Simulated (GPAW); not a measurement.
Here is a GPAW 26.7.0 calculation.

File run.py:

```python
from ase import Atoms
from ase.filters import FrechetCellFilter
from ase.io import write
from ase.optimize import BFGS
from ase.units import GPa
from gpaw import GPAW, PW, setup_paths

setup_paths.insert(0, '.')

atoms = Atoms(['Ir', 'Ir', 'Ir', 'Rh'],
              cell=[[3.84033585, 0.0, 0.0],
                    [0.0, 3.84033585, 0.0],
                    [0.0, 0.0, 3.84033585]],
              scaled_positions=[[0.5, 0.5, 0.0],
                                [0.0, 0.5, 0.5],
                                [0.5, 0.0, 0.5],
                                [0.0, 0.0, 0.0]],
              pbc=True)

calc = GPAW(mode=PW(600),
            xc='PBEsol',
            kpts={'size': (6, 6, 6), 'gamma': True},
            occupations={'name': 'fermi-dirac', 'width': 0.05},
            nbands=52,
            convergence={'density': 1e-05, 'forces': 0.0001},
            maxiter=150,
            txt='gpaw.txt')
atoms.calc = calc
opt = BFGS(FrechetCellFilter(atoms, scalar_pressure=30 * GPa), trajectory='relax.traj', logfile='-')
done = opt.run(fmax=0.02, steps=60)
calc.write('gs.gpw')
write('result.traj', atoms)
print('Converged:', done)
print('Cell:', atoms.cell.cellpar().round(4))
print('Volume:', round(atoms.get_volume(), 4))
print(atoms.get_scaled_positions().round(5))
```

Potentials or basis: PAW data sets generated in the run's folder for this functional, pw.

Launch:

```bash
$ gpaw-setup -f PBEsol Ir Rh
$ OMP_NUM_THREADS=1 python run.py
```

(1) Predict the band gap on the k mesh.

(2) Estimate the relaxed volume.

(3) What does it give for the space group after relaxing (to 0.05 Å)?

(4) Estimate the relaxed cell.

Results:

(1) none (metal or under the smearing width).

(2) 12.95 Å³/atom.

(3) Pm-3m (No. 221).

(4) a = 3.728 Å, b = 3.728 Å, c = 3.728 Å, α = 90.00°, β = 90.00°, γ = 90.00°.

Caveat: later steps reuse the first step's grids.
